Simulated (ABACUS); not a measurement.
# Ta4NiO11 (Cmmm) in ABACUS: a series of runs

One crystal, Ta4NiO11, is run at these levels: PBE; tasks: single point.

All numbers are computed with ABACUS 3.10.1; they aren't measurements. Logs are shortened: lines on timing, memory, paths and dates and some standing lists are left out, and cuts for length are marked.

### 1 The structure

Symmetry: Cmmm, No. 65, orthorhombic system. The conventional cell has a = 3.910 Å, b = 29.659 Å, c = 3.886 Å, α = 90.00°, β = 90.00°, γ = 90.00°. Ta (site symmetry m2m) is surrounded by 5 O at 1.91 to 2.02 Å. Ta (site symmetry m2m) is surrounded by 5 O at 1.91 to 1.99 Å. Ni (site symmetry mmm) has 4 O at 1.88 to 1.95 Å as nearest neighbours. O (site symmetry m2m) is surrounded by 2 Ta at 1.91 Å. O (site symmetry m2m) is surrounded by 3 Ta at 2.02 to 2.21 Å. O (site symmetry m2m) is surrounded by 1 Ni at 1.88 Å and 2 Ta at 1.99 Å. O (site symmetry mmm) has 2 Ni at 1.95 Å and 2 Ta at 2.24 Å as nearest neighbours. O (site symmetry m2m) has 2 Ta at 1.95 Å as nearest neighbours.

The cell was built by a generator and needn't be a form met in nature.

### 2 Single point, PBE, collinear spin, ferromagnetic start

Input file INPUT:

```
INPUT_PARAMETERS
suffix              Ta4NiO11
calculation         scf
basis_type          lcao
pseudo_dir          ./
orbital_dir         ./
symmetry            1
dft_functional      pbe
ecutwfc             100
pseudo_rcut         7
nspin               2
nbands              89
ks_solver           genelpa
smearing_method     fd
smearing_sigma      0.00367493
scf_thr             1e-07
scf_nmax            100
mixing_type         broyden
mixing_beta         0.4
cal_force           1
cal_stress          1
out_mul             1
out_chg             1
out_pot             2
out_elf             1
```

Input file STRU:

```
ATOMIC_SPECIES
Ta 180.9479 Ta.upf
Ni 58.6934 Ni.upf
O 15.9990 O.upf

NUMERICAL_ORBITAL
Ta_confined-atom_7au_4s3p3d1f.orb
Ni_confined-atom_7au_4s3p3d1f.orb
O_confined-atom_6au_3s3p2d1f.orb

LATTICE_CONSTANT
1.8897261246

LATTICE_VECTORS
1.9549500000 -14.8297300000 0.0000000000
1.9549500000 14.8297300000 0.0000000000
0.0000000000 0.0000000000 3.8859000000

ATOMIC_POSITIONS
Cartesian

Ta
0.0
4
1.9549500000 8.7682261598 0.0000000000 1 1 1 mag 0
1.9549500000 -12.5907373646 0.0000000000 1 1 1 mag 0
1.9549500000 12.5907373646 0.0000000000 1 1 1 mag 0
1.9549500000 -8.7682261598 0.0000000000 1 1 1 mag 0

Ni
0.0
1
1.9549500000 0.0000000000 0.0000000000 1 1 1 mag 1

O
0.0
11
1.9549500000 10.6812613298 0.0000000000 1 1 1 mag 0
1.9549500000 -6.5568168222 0.0000000000 1 1 1 mag 0
1.9549500000 1.8848586830 0.0000000000 1 1 1 mag 0
1.9549500000 -1.8848586830 0.0000000000 1 1 1 mag 0
0.0000000000 0.0000000000 0.0000000000 1 1 1 mag 0
1.9549500000 -10.6812613298 0.0000000000 1 1 1 mag 0
1.9549500000 6.5568168222 0.0000000000 1 1 1 mag 0
1.9549500000 -12.6912829340 1.9429500000 1 1 1 mag 0
1.9549500000 12.6912829340 1.9429500000 1 1 1 mag 0
1.9549500000 -8.7305586456 1.9429500000 1 1 1 mag 0
1.9549500000 8.7305586456 1.9429500000 1 1 1 mag 0
```

Input file KPT:

```
K_POINTS
0
Gamma
5 5 5 0 0 0
```

Potentials or basis: PseudoDojo NC SR 0.4.1 PBE standard, TZDP LCAO (the cutoffs set its grid).

Started as:

```bash
$ OMP_NUM_THREADS=1 mpirun -np 8 abacus > log
```

running log:

```text
ABACUS v3.10.1

               Atomic-orbital Based Ab-initio Computation at UStc

 ------------------------------------------------------------------------------------

 READING GENERAL INFORMATION
                           global_out_dir = OUT.Ta4NiO11/
                           global_in_card = INPUT
                               pseudo_dir = ./
                              orbital_dir = ./
                                    DSIZE = 8
                                    GSIZE = 1

 READING UNITCELL INFORMATION
                                    ntype = 3
                  lattice constant (Bohr) = 1.88973
              lattice constant (Angstrom) = 1

 READING ATOM TYPE 1
                               atom label = Ta
                      L=0, number of zeta = 4
                      L=1, number of zeta = 3
                      L=2, number of zeta = 3
                      L=3, number of zeta = 1
             number of atom for this type = 4
               magnetization of element 1 = 0

 READING ATOM TYPE 2
                               atom label = Ni
                      L=0, number of zeta = 4
                      L=1, number of zeta = 3
                      L=2, number of zeta = 3
                      L=3, number of zeta = 1
             number of atom for this type = 1
               magnetization of element 2 = 1

 READING ATOM TYPE 3
                               atom label = O
                      L=0, number of zeta = 3
                      L=1, number of zeta = 3
                      L=2, number of zeta = 2
                      L=3, number of zeta = 1
             number of atom for this type = 11
               magnetization of element 3 = 0

                        TOTAL ATOM NUMBER = 16
CARTESIAN COORDINATES ( UNIT =       1.889726124600 Bohr ).
    atom                   x                   y                   z     mag                  vx                  vy                  vz
tauc_Ta1            1.9549500000        8.7682261598        0.0000000000  0.0000        0.0000000000        0.0000000000        0.0000000000
tauc_Ta2            1.9549500000      -12.5907373646        0.0000000000  0.0000        0.0000000000        0.0000000000        0.0000000000
tauc_Ta3            1.9549500000       12.5907373646        0.0000000000  0.0000        0.0000000000        0.0000000000        0.0000000000
tauc_Ta4            1.9549500000       -8.7682261598        0.0000000000  0.0000        0.0000000000        0.0000000000        0.0000000000
tauc_Ni1            1.9549500000        0.0000000000        0.0000000000  1.0000        0.0000000000        0.0000000000        0.0000000000
tauc_O1            1.9549500000       10.6812613298        0.0000000000  0.0000        0.0000000000        0.0000000000        0.0000000000
tauc_O2            1.9549500000       -6.5568168222        0.0000000000  0.0000        0.0000000000        0.0000000000        0.0000000000
tauc_O3            1.9549500000        1.8848586830        0.0000000000  0.0000        0.0000000000        0.0000000000        0.0000000000
tauc_O4            1.9549500000       -1.8848586830        0.0000000000  0.0000        0.0000000000        0.0000000000        0.0000000000
tauc_O5            0.0000000000        0.0000000000        0.0000000000  0.0000        0.0000000000        0.0000000000        0.0000000000
tauc_O6            1.9549500000      -10.6812613298        0.0000000000  0.0000        0.0000000000        0.0000000000        0.0000000000
tauc_O7            1.9549500000        6.5568168222        0.0000000000  0.0000        0.0000000000        0.0000000000        0.0000000000
tauc_O8            1.9549500000      -12.6912829340        1.9429500000  0.0000        0.0000000000        0.0000000000        0.0000000000
tauc_O9            1.9549500000       12.6912829340        1.9429500000  0.0000        0.0000000000        0.0000000000        0.0000000000
tauc_O10           1.9549500000       -8.7305586456        1.9429500000  0.0000        0.0000000000        0.0000000000        0.0000000000
tauc_O11           1.9549500000        8.7305586456        1.9429500000  0.0000        0.0000000000        0.0000000000        0.0000000000

                          Volume (Bohr^3) = 1520.5
                             Volume (A^3) = 225.315

 Lattice vectors: (Cartesian coordinate: in unit of a_0)
             +1.95495            -14.8297                  +0
             +1.95495            +14.8297                  +0
                   +0                  +0             +3.8859
 Reciprocal vectors: (Cartesian coordinate: in unit of 2 pi/a_0)
            +0.255761          -0.0337161                  +0
            +0.255761          +0.0337161                  -0
                   -0                  -0           +0.257341
 The esolver type has been set to : ksdft_lcao

                PAO radial cut off (Bohr) = 7

 Read in pseudopotential file is Ta.upf
                     pseudopotential type = NC
          exchange-correlation functional = PBE
                 nonlocal core correction = 1
                        valence electrons = 13
                                     lmax = 3
                           number of zeta = 4
                     number of projectors = 8
                           L of projector = 0
                           L of projector = 0
                           L of projector = 1
                           L of projector = 1
                           L of projector = 2
                           L of projector = 2
[... 203 lines left out ...]
              fft grid for wave functions = [ 180, 180, 48 ]
                    number of plane waves = 32031
                         number of sticks = 1915

 PARALLEL PW FOR WAVE FUNCTIONS
     PROC   COLUMNS(POT)             PW
        1            238           4004
        2            238           4004
        3            240           4004
        4            240           4004
        5            240           4004
        6            240           4004
        7            239           4003
        8            240           4004
 --------------- sum -------------------
        8           1915          32031

 SET NONLOCAL PSEUDOPOTENTIAL PROJECTORS
 SET NONLOCAL PSEUDOPOTENTIAL PROJECTORS
 SET NONLOCAL PSEUDOPOTENTIAL PROJECTORS
 max number of nonlocal projetors among all species is 8

 -------------------------------------------
 SELF-CONSISTENT
 -------------------------------------------

 SETUP SEARCHING RADIUS FOR PROGRAM TO SEARCH ADJACENT ATOMS
                  longest orb rcut (Bohr) = 7
   longest nonlocal projector rcut (Bohr) = 2.3
                     search radius (Bohr) = 18.6
              searching radius is (Bohr)) = 18.6
         searching radius unit is (Bohr)) = 1.89
                         PeriodicBoundary = 1
                        Radius(unit:lat0) = 9.84
                                   glayer = [ 4, 4, 4 ]
                             glayer_minus = [ 3, 3, 3 ]

Find the coordinate range of the input atom(unit:lat0).
                                  min_tau = [ -11.7, -102, -11.7 ]
                                  max_tau = [ 13.7, 102, 13.6 ]
                                BoxNumber = [ 7, 7, 7 ]

 SETUP EXTENDED REAL SPACE GRID FOR GRID INTEGRATION
                          real space grid = [ 180, 180, 48 ]
                 big cell numbers in grid = [ 36, 36, 16 ]
             meshcell numbers in big cell = [ 5, 5, 3 ]
                        extended fft grid = [ 35, 35, 16 ]
                dimension of extened grid = [ 107, 107, 49 ]
                            UnitCellTotal = 36
              Atom number in sub-FFT-grid = 16
    Local orbitals number in sub-FFT-grid = 494
                                ParaV.nnr = 293268

                                 init_chg = atomic

 LCAO ALGORITHM --------------- ION=   1  ELEC=   1--------------------------------
          total magnetism (Bohr mag/cell) = 0.400715
       absolute magnetism (Bohr mag/cell) = 0.466684
                        nelec for spin up = 68.2004
                      nelec for spin down = 67.7996
[... 286 lines left out ...]
 Density error is 4.45547390425e-08
----------------------------------------------------------
     Energy           Rydberg                 eV
----------------------------------------------------------
 E_KohnSham     -1221.4164453469     -16618.2232876228
 E_KS(sigma->0) -1221.4159660307     -16618.2167661914
 E_Harris       -1221.4164404798     -16618.2232214027
 E_band         -118.7144145113      -1615.1924720876
 E_one_elec     -786.1150347900      -10695.6437566122
 E_Hartree      447.7817208638       6092.3828639933
 E_xc           -252.8298718142      -3439.9268812829
 E_Ewald        -630.2523009741      -8575.0224708582
 E_entropy(-TS) -0.0009586324        -0.0130428628
 E_descf        0.0000000000         0.0000000000
 E_exx          0.0000000000         0.0000000000
 E_Fermi        0.5802647328         7.8949067150
----------------------------------------------------------

 charge density convergence is achieved
 final etot is -16618.223288 eV
 EFERMI = 7.894906715 eV
The vacuum level is 7.0270615027 eV

 STATE ENERGY(eV) AND OCCUPATIONS    NSPIN == 2
SPIN UP :
 1/27 kpoint (Cartesian) = 0.0000 0.0000 0.0000 (3201 pws)
       1       -95.3929     0.00800000
       2       -61.3501     0.00800000
       3       -61.3429     0.00800000
       4       -61.2293     0.00800000
       5       -61.2293     0.00800000
       6       -56.2499     0.00800000
[... 536 lines left out ...]
      88        14.7159    1.81411e-61
      89        14.8648    9.22784e-63

[... levels at 48 further k points ...]

-------------------------------------------------
 Total Magnetism (uB)
-------------------------------------------------
                        Ta1         0.0001147020
                        Ta2        -0.0091357930
                        Ta3        -0.0091357930
                        Ta4         0.0001147020
                        Ni1         0.3471123350
                         O1        -0.0000388172
                         O2        -0.0000132465
                         O3         0.0014024326
                         O4         0.0014024326
                         O5         0.0756492208
                         O6        -0.0000388173
                         O7        -0.0000132465
                         O8         0.0023370828
                         O9         0.0023370828
                        O10         0.0000157604
                        O11         0.0000157604
-------------------------------------------------

 correction force for each atom along direction 1 is 1.79555e-14
 correction force for each atom along direction 2 is -1.94866e-15
 correction force for each atom along direction 3 is 1.09595e-14
------------------------------------------------------------------------------------------
 TOTAL-FORCE (eV/Angstrom)
------------------------------------------------------------------------------------------
                       Ta1         0.0000000000        -0.0133377093         0.0000000000
                       Ta2         0.0000000000        -0.0715518056         0.0000000000
                       Ta3         0.0000000000         0.0715518056         0.0000000000
                       Ta4         0.0000000000         0.0133377093         0.0000000000
                       Ni1         0.0000000000         0.0000000000         0.0000000000
                        O1         0.0000000000        -0.0070388736         0.0000000000
                        O2         0.0000000000        -0.0126394540         0.0000000000
                        O3         0.0000000000        -0.0173430861         0.0000000000
                        O4         0.0000000000         0.0173430861         0.0000000000
                        O5         0.0000000000         0.0000000000         0.0000000000
                        O6         0.0000000000         0.0070388736         0.0000000000
                        O7         0.0000000000         0.0126394540         0.0000000000
                        O8         0.0000000000         0.0089961316         0.0000000000
                        O9         0.0000000000        -0.0089961316         0.0000000000
                       O10         0.0000000000        -0.0057379306         0.0000000000
                       O11         0.0000000000         0.0057379306         0.0000000000
------------------------------------------------------------------------------------------

----------------------------------------------------------------
 TOTAL-STRESS (KBAR)
----------------------------------------------------------------
        -1.5198546269         0.0000000000         0.0000000000
        -0.0000000000        -4.8631698283         0.0000000000
         0.0000000000         0.0000000000        -5.1093591089
----------------------------------------------------------------
 TOTAL-PRESSURE: -3.830795 KBAR

 --------------------------------------------
 !FINAL_ETOT_IS -16618.2232876227753877 eV
 --------------------------------------------
```

It took 5.4 min on 8 MPI ranks of AMD EPYC 7R43 (Zen 3), shared host; peak memory 4.1 GiB.

Results:

* Free energy: -16618.2233 eV
* Pressure: -0.4 GPa
* Largest force: 0.072 eV/Å
* Band gap on the k mesh: none (metal or under the smearing width)
* Net moment: 0.41 μB per cell
* Absolute moment: 0.48 μB per cell
* Site moments: Ta +0.00, -0.01; Ni +0.35; O -0.00, +0.00, +0.08 μB
* Mulliken charges: Ta +2.44, +2.81; Ni -0.37; O -1.00, -0.96, -0.86, -0.56, -0.98 e

Forces on the atoms (eV/Å):
```
Ta   0.000 -0.013  0.000
Ta   0.000 -0.072  0.000
Ta   0.000  0.072  0.000
Ta   0.000  0.013  0.000
Ni   0.000  0.000  0.000
O    0.000 -0.007  0.000
O    0.000 -0.013  0.000
O    0.000 -0.017  0.000
O    0.000  0.017  0.000
O    0.000  0.000  0.000
O    0.000  0.007  0.000
O    0.000  0.013  0.000
O    0.000  0.009  0.000
O    0.000 -0.009  0.000
O    0.000 -0.006  0.000
O    0.000  0.006  0.000
```

Caveat: the atomic orbitals were generated for these runs and aren't a published set; Mulliken charges move with the basis; the basis of atomic orbitals isn't converged, which shifts pressures, moduli and gaps; a cell with one magnetic atom can't hold antiferromagnetic order, which such compounds often take; semilocal functionals often make such compounds metallic where correlation or magnetic order opens a gap, which also shifts bond lengths. With open d or f shells a metallic result of PBE can be an artefact of self-interaction; +U or a hybrid may open a gap.

### 3 Single point, PBE, collinear spin, ferromagnetic start

INPUT, as its differences from that of step 2:

```diff
@@ -11,3 +11,3 @@
 nspin               2
-nbands              89
+nbands              83
 ks_solver           genelpa
@@ -22,4 +22 @@
 out_mul             1
-out_chg             1
-out_pot             2
-out_elf             1
```

Input file STRU:

```
ATOMIC_SPECIES
Ta 180.9479 Ta.upf
Ni 58.6934 Ni.upf
O 15.9990 O.upf

NUMERICAL_ORBITAL
Ta_confined-atom_7au_3s2p2d1f.orb
Ni_confined-atom_7au_3s2p2d1f.orb
O_confined-atom_6au_2s2p1d.orb

LATTICE_CONSTANT
1.8897261246

LATTICE_VECTORS
1.9549500000 -14.8297300000 0.0000000000
1.9549500000 14.8297300000 0.0000000000
0.0000000000 0.0000000000 3.8859000000

ATOMIC_POSITIONS
Direct

Ta
0.0
4
0.2043700000 0.7956300000 0.0000000000 1 1 1 mag 0
0.9245100000 0.0754900000 0.0000000000 1 1 1 mag 0
0.0754900000 0.9245100000 0.0000000000 1 1 1 mag 0
0.7956300000 0.2043700000 0.0000000000 1 1 1 mag 0

Ni
0.0
1
0.5000000000 0.5000000000 0.0000000000 1 1 1 mag 1

O
0.0
11
0.1398700000 0.8601300000 0.0000000000 1 1 1 mag 0
0.7210700000 0.2789300000 0.0000000000 1 1 1 mag 0
0.4364500000 0.5635500000 0.0000000000 1 1 1 mag 0
0.5635500000 0.4364500000 0.0000000000 1 1 1 mag 0
0.0000000000 0.0000000000 0.0000000000 1 1 1 mag 0
0.8601300000 0.1398700000 0.0000000000 1 1 1 mag 0
0.2789300000 0.7210700000 0.0000000000 1 1 1 mag 0
0.9279000000 0.0721000000 0.5000000000 1 1 1 mag 0
0.0721000000 0.9279000000 0.5000000000 1 1 1 mag 0
0.7943600000 0.2056400000 0.5000000000 1 1 1 mag 0
0.2056400000 0.7943600000 0.5000000000 1 1 1 mag 0
```

Input file KPT:

```
K_POINTS
0
Gamma
7 7 7 0 0 0
```

Potentials or basis: PseudoDojo NC SR 0.4.1 PBE standard, DZP LCAO (the cutoffs set its grid).

Started as:

```bash
$ OMP_NUM_THREADS=1 mpirun -np 8 abacus > log
```

Wall time 3.9 min (8 MPI ranks of Intel Xeon Platinum 8259CL at 2.50GHz (Skylake/Cascade Lake), shared host); peak memory 3.8 GiB.

The run converged. Its results:

| Property | Result |
| --- | --- |
| Free energy | -16616.6799 eV |
| Pressure | 1.2 GPa |
| Largest force | 0.177 eV/Å |
| Band gap on the k mesh | none (metal or under the smearing width) |
| Net moment | 0.86 μB per cell |
| Absolute moment | 0.89 μB per cell |
| Site moments | Ta +0.00, -0.00; Ni +0.74; O -0.00, +0.01, +0.09, +0.00 μB |
| Mulliken charges | Ta +1.23, +1.26; Ni +0.18; O -0.43, -0.58, -0.52, -0.45 e |

Forces on the atoms (eV/Å):
```
Ta   0.000 -0.154  0.000
Ta   0.000 -0.145  0.000
Ta   0.000  0.145  0.000
Ta   0.000  0.154  0.000
Ni   0.000  0.000  0.000
O    0.000 -0.005  0.000
O    0.000 -0.015  0.000
O    0.000  0.177  0.000
O    0.000 -0.177  0.000
O    0.000  0.000  0.000
O    0.000  0.005  0.000
O    0.000  0.015  0.000
O    0.000  0.016  0.000
O    0.000 -0.016  0.000
O    0.000 -0.024  0.000
O    0.000  0.024  0.000
```

Stress tensor (GPa, compression positive):
```
1.33 0.00 0.00
0.00 1.39 0.00
0.00 0.00 0.80
```

Caveat: the atomic orbitals were generated for these runs and aren't a published set; Mulliken charges move with the basis; the basis of atomic orbitals isn't converged, which shifts pressures, moduli and gaps; a cell with one magnetic atom can't hold antiferromagnetic order, which such compounds often take; semilocal functionals often make such compounds metallic where correlation or magnetic order opens a gap, which also shifts bond lengths. With open d or f shells a metallic result of PBE can be an artefact of self-interaction; +U or a hybrid may open a gap.
